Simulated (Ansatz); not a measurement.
GaF:

```
Ga F
1.0
     3.16592    0.00000    0.00000
     0.00000    3.16592    0.00000
     0.00000    0.00000    3.16592
Ga F
1 1
Direct
  0.00000 0.00000 0.00000
  0.50000 0.50000 0.50000
```

The cell was built by a generator and needn't be a form met in nature.

Base run:

```yaml
Program: Ansatz 0.2.0
Functional: r2SCAN0 form with a typed share of exact exchange
Potentials_or_basis: Ansatz PAW
Cutoff: "500 eV (not typed: the program's choice for these potentials)"
k_mesh: 5 × 5 × 5
Occupations: fermi-dirac, width 0.05 eV
Spin: no spin polarisation
```

Its results: band gap on the k mesh 3.24 eV, indirect (least direct gap 4.02 eV); pressure -1.9 GPa.

**Question.** After a change of settings the same cell gave: band gap on the k mesh 4.96 eV, indirect (least direct gap 6.35 eV); pressure -1.1 GPa. Which change was it?
A. share of exact exchange from 0.15 to 0.1
B. share of exact exchange from 0.15 to 0.5
C. functional from r2SCAN0 form with a typed share of exact exchange to r2SCAN0; share of exact exchange from 0.15 to 0.25
D. share of exact exchange from 0.15 to 0

**Answer.** B.

Caveats: odd divisions of the mesh miss points on the zone boundary, where band edges often lie, so the gap on the mesh can be too wide; the PAW data sets come from PBE, with cores solved anew for the run's functional, which leaves a small shift of forces and pressure; the thresholds are loose for stress.

Runs at the PBE level aren't shown here.
